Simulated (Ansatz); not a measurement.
# HfMoC2 (P4/mmm) in Ansatz: a series of runs, part 2 of 2

Ansatz 0.2.0.

## Step 3: Single point, r2SCAN0

Input file input.yaml:

```yaml
crystal:
  lattice:
    - [3.191423, 0.0, 0.0]
    - [0.0, 3.191423, 0.0]
    - [0.0, 0.0, 4.485164]
  atoms:
    - { symbol: Hf, position: [0.0, 0.0, 0.0] }
    - { symbol: Mo, position: [0.5, 0.5, 0.5] }
    - { symbol: C, position: [0.5, 0.5, 0.0] }
    - { symbol: C, position: [0.0, 0.0, 0.5] }
hamiltonian:
  xc: r2scan0
  pseudopotentials: { kind: paw }
kpoints:
  mp_grid: { grid: [5, 5, 4] }
scf:
  occupations: { method: fermi_dirac, width: 0.05 }
output:
  forces: true
  stress: true
  eigenvalues: true
```

Potentials or basis: Ansatz PAW.

Command:

```sh
ansatz run input.yaml --threads 2 --pin off --max-ram 5632MiB --backend cpu --events-out ev --progress --plain --runs-dir out
```

The log of the run:

```text
Warning: output.stress: scf.convergence.dr2_threshold = 1e-7 eV (the SCF's general default) is looser than the 4e-10 eV advised for a printed stress (1e-10 eV for each atom of the cell: 4). What an SCF threshold leaves in a stress goes as its square root, and in the free energy as the threshold itself, and one threshold admits the most on a small cell: of the crystals measured, under no hybrid functional and no lock of the moments, on runs that ended without the residual-converged pass, on stresses that held no estimate of that error, the worst erred by over 100 MPa in a component at 1e-7 eV an atom and by under 5 at 1e-10. Set scf.convergence.dr2_threshold to 4e-10 eV or tighter. The threshold is an SCF's pass mark: one that does not reach it within its budget of iterations ends unconverged, or closes short of it on a stop that the run arms, and scf.convergence.dr2_threshold's page says what that costs each kind of run
Warning: output.stress: scf.exx.energy_threshold = 1e-6 eV is looser than the 4e-8 eV advised for a stress under a hybrid functional (1e-8 eV for each atom of the cell: 4). Every SCF of the exchange loop can meet its threshold on dr2 while the loop round them stops early: no threshold on dr2 bounds what that leaves in the stress. Set scf.exx.energy_threshold to 4e-8 eV or tighter. The threshold is the loop's pass mark: a loop that does not reach it within its budget of cycles ends unconverged, and scf.exx.energy_threshold's page has the law
Warning: RAYON_NUM_THREADS=2 ignored (pool sized by the plan → 2); use --threads N
Engine: ansatz 0.2.0, x86_64-unknown-linux-gnu
Pseudopotentials: kind: paw
Pseudopotential: Hf, paw, valence charge 26, recommended cutoff 500 eV (meta_gga), Hf.paw.azcp
Pseudopotential: Mo, paw, valence charge 14, recommended cutoff 500 eV (meta_gga), Mo.paw.azcp
Pseudopotential: C, paw, valence charge 4, recommended cutoff 500 eV (meta_gga), C.paw.azcp
Functional definition: r2SCAN0
  parameter a = 0.25
  parameter k0 = 0.174
  parameter k1 = 0.065
  parameter a1 = 4.9479
  exchange = (1 - a)*r2scan_x(k0 = k0, k1 = k1, a1 = a1) + a*exact_x
  correlation = r2scan_c
Crystal: 4 atoms, lattice volume = 45.682 Å³
Basis set: ecut = 500 eV, 1149 PW (Γ), exchange–correlation on 96×96×144 points (64 copies of the dense FFT grid, shifted against one another)
Bands: 29, of which v1, the nominal top of the filled ones, is band 24 counted from 1 (23 counted from 0)
Symmetry: 16 space group operations
Space group: P4/mmm (ITA 123), of the structure as read, at distance tolerance 3.6e-5 Å
k-points: 18 of 100
Non-local potential: Hf, projectors of the file, l = 0: 3, l = 1: 2, l = 2: 2, l = 3: 3
Non-local potential: Mo, projectors of the file, l = 0: 3, l = 1: 2, l = 2: 2, l = 3: 1
Non-local potential: C, projectors of the file, l = 0: 2, l = 1: 2, l = 2: 1
PAW form: soft (Blöchl's): semilocal exchange-correlation on the pseudo side does not see the compensation charge
PAW frozen core: Hf, regenerated for the run's functional, and the local potential with it (the file was generated under x = pbe(κ = 0.804, μ = 0.2195149727645171), c = pbe(β = 0.06672455060314922))
[... 72 lines left out ...]
Internal energy: -21199.619382 eV  (E = F + TS)
E sigma→0 (E₀):  -21199.621697 eV
Entropy (-TS):   -0.004630 eV (-1.158 meV/atom)
Fermi energy:    20.822829 eV
--- Per-component energies (eV) ---
  E_band       = -68.285344
  E_kinetic    = 1035.609588
  E_local      = -6125.355356  (includes V_loc(G=0)·N_el)
  E_nonlocal   = -1070.034977
  E_hartree    = 2784.010863
  E_xc         = -430.619640
  E_vxc        = -517.904075  (∫ρ·V_xc dr)
  E_exx        = -194.208493  (= α·E_x^exact, valence–valence)
  E_paw        = -10283.690963  (= ΣΔE_a)
  E_vpaw       = 1404.703382  (= ΣTr[D̂ρ^β])
  E_aug_tail   = 0.000010  (compensation charges beyond the density's cutoff)
  E_vtau       = 25.090610  (kinetic-family band-sum trace: ∫τ·v_τ [+ j·A + Jᵃ·Aᵃ] dr)
  E_ewald      = -6916.142035
  E_core_change = 0.811619  (= ΣΔE_core)
  E_smearing   = -0.004630  (= −TS)
  E_closure    = -0.000000  (closes the sum)
  Σ components = -21199.624012   (vs F -21199.624012, Δ=-3.64e-12)
--- Forces (eV/Å), atoms counted from 1 ---
  atom   1  Hf     0.00000000     0.00000000     0.00000000
  atom   2  Mo     0.00000000     0.00000000     0.00000000
  atom   3  C      0.00000000     0.00000000     0.00000000
  atom   4  C      0.00000000     0.00000000     0.00000000
  max |Σ_I F_I| component: 5.21e-29 eV/Å
--- Stress (GPa, compression-positive) ---
      -10.365975       0.000000       0.000000
        0.000000     -10.365975       0.000000
        0.000000       0.000000      -2.268533
  P = ⅓ Tr σ = -7.6668 GPa (-76.668 kbar)
--- Band table (eV; the first three rows and the last of 18) ---
  k-point 0: bands = ["-47.6407", "-46.1589", "-19.7267", "-19.6719", "-19.6719", "-13.2437", "-12.8841", "-12.8841", "4.1862", "4.9960", "5.0080", "5.0080", "5.0166", "5.0451", "5.0494", "5.0494", "6.1327", "15.4623", "15.6084", "18.4897", "18.4897", "18.6135", "18.6135", "19.7478", "20.2377", "20.3440", "20.3613", "20.3613", "21.5857"]
  k-point 1: bands = ["-47.6399", "-46.1598", "-19.7199", "-19.6728", "-19.6728", "-13.2735", "-12.8860", "-12.8860", "4.6939", "5.0089", "5.0089", "5.0156", "5.0447", "5.0478", "5.0497", "5.0497", "6.3133", "14.3917", "15.8419", "16.6395", "17.8210", "17.8210", "18.2319", "18.2319", "19.7116", "19.8198", "22.2410", "22.2410", "24.7713"]
  k-point 2: bands = ["-47.6395", "-46.1609", "-19.7152", "-19.6721", "-19.6721", "-13.3044", "-12.8876", "-12.8876", "4.8846", "5.0097", "5.0097", "5.0146", "5.0443", "5.0502", "5.0502", "5.9534", "6.0342", "13.8954", "14.2911", "16.1360", "17.4474", "17.4474", "17.9573", "17.9573", "19.1570", "19.8933", "23.5427", "23.5427", "25.5017"]
  k-point 17: bands = ["-47.5993", "-46.1154", "-19.9150", "-19.9129", "-19.6663", "-13.3204", "-13.3180", "-13.1864", "4.9523", "5.0066", "5.0107", "5.0132", "5.0376", "5.0477", "5.0518", "7.0522", "7.5230", "13.6635", "13.6966", "14.8577", "14.8937", "15.0505", "15.8735", "21.8969", "22.0490", "22.8400", "24.3625", "25.0186", "25.3483"]
```

Wall time 69 s (2 threads of AMD EPYC 7R43 (Zen 3), shared host); peak memory 1.8 GiB.

What came out:

```
Free energy            : -21199.6240 eV
Pressure               : -7.7 GPa
Band gap on the k mesh : none (metal or under the smearing width)
```

Caveat: the k mesh is coarse (spacing up to 0.39 Å⁻¹), so the values aren't converged, least of all with exact exchange; the PAW data sets come from PBE, with cores solved anew for the run's functional, which leaves a small shift of forces and pressure; the thresholds are loose for stress. The run has no spin-orbit coupling, so splittings on Hf are missing.
